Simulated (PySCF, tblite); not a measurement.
# C5H13BNOP: infrared bands and NMR shifts

Wanted: the infrared bands and NMR shifts of C5H13BNOP (`[BH3-][P@@+]1(N)C(CC)=C1OC`), by calculation.

The runs use tblite 0.8.0 and PySCF 2.14.0, with density-fitted response routines of our own; the level of theory stands in each step. All values are computed, except where a source is named. Atoms are numbered from 0 throughout.

## 1. The molecule as given

22 atoms, charge 0, multiplicity 1; geometry from: GFN2-xTB.

Bonds of the start (Å): B0–P1 1.95, P1–N2 1.70, P1–C3 1.82, C3–C4 1.48, C4–C5 1.53, C3–C6 1.33, C6–O7 1.33, O7–C8 1.42, C6–P1 1.81, B0–H9 1.19, B0–H10 1.19, B0–H11 1.18, N2–H12 1.01, N2–H13 1.01, C4–H14 1.10, C4–H15 1.09, C5–H16 1.09, C5–H17 1.09, C5–H18 1.09, C8–H19 1.09, C8–H20 1.09, C8–H21 1.09.

## 2. Infrared spectrum with GFN2-xTB

What the job is given:

```
{"job": {"kind": "ir", "xc": "GFN2-xTB", "basis": "xTB"}, "charge": 0, "multiplicity": 1}
B     -2.650248     0.636851    -1.264904
P     -1.314439    -0.107089    -0.049270
N     -1.942569    -0.421634     1.503765
C      0.349956    -0.832982    -0.148460
C      1.204450    -2.005736    -0.446094
C      2.678620    -1.612181    -0.438934
C      0.386265     0.448508     0.223026
O      1.218121     1.414627     0.586474
C      0.605074     2.679184     0.770745
H     -3.109319     1.515429    -0.604520
H     -3.409639    -0.255778    -1.461374
H     -2.041513     0.991422    -2.216933
H     -1.492439    -1.155753     2.037221
H     -2.946733    -0.549745     1.482641
H      1.022889    -2.789456     0.297274
H      0.925586    -2.414744    -1.421804
H      3.301987    -2.477505    -0.652117
H      2.957654    -1.208677     0.531215
H      2.868123    -0.850690    -1.191151
H      1.353915     3.322605     1.228750
H     -0.268588     2.594068     1.423485
H      0.292436     3.098662    -0.189885
```

**Question.** This job is followed by: GIAO PBE0/pcSseg-1 NMR shielding, non-relativistic, gas phase. Predict these results of the whole session: strongest single infrared mode (GFN2-xTB); zero-point energy (GFN2-xTB); ¹³C shifts against TMS (PBE0/pcSseg-1); ¹H shifts against TMS (PBE0/pcSseg-1, means over atoms taken as alike); ¹¹B shifts against BF3·OEt2 (PBE0/pcSseg-1); ³¹P shifts against H3PO4 (PBE0/pcSseg-1); ¹⁵N shifts against NH3 (PBE0/pcSseg-1); ¹⁷O shifts against H2O (PBE0/pcSseg-1).

As calculated:

| quantity | value |
| --- | --- |
| strongest single infrared mode (GFN2-xTB) | 1228 cm⁻¹, 256 km/mol |
| zero-point energy (GFN2-xTB) | 108.3 kcal/mol |
| ¹³C shifts against TMS (PBE0/pcSseg-1) | 165.7, 113.9, 62.6, 24.1, 15.2 ppm |
| ¹H shifts against TMS (PBE0/pcSseg-1, means over atoms taken as alike) | 4.13, 2.50, 2.40, 1.39, 1.25, 1.18 ppm |
| ¹¹B shifts against BF3·OEt2 (PBE0/pcSseg-1) | -45.6 ppm |
| ³¹P shifts against H3PO4 (PBE0/pcSseg-1) | -64.8 ppm |
| ¹⁵N shifts against NH3 (PBE0/pcSseg-1) | 54.9 ppm |
| ¹⁷O shifts against H2O (PBE0/pcSseg-1) | 104.9 ppm |

All 60 modes are real, so the xTB geometry is a minimum. GFN2-xTB is a fitted tight-binding method: band positions and strengths are rough. Its intensities can rank the bands wrongly. C6 (alkene carbon bearing oxygen) lies farthest downfield among carbon, at 165.7 ppm; an sp2 carbon further deshielded by the attached heteroatom. The most deshielded hydrogen is H19, H20, H21 (mean) (hydrogen on a methyl carbon bonded to O), at 4.13 ppm: its carbon carries O, an electronegative neighbour. At PBE0/pcSseg-1: Shielding is most anisotropic at P1 (span 512 ppm, paramagnetic term -585 ppm).
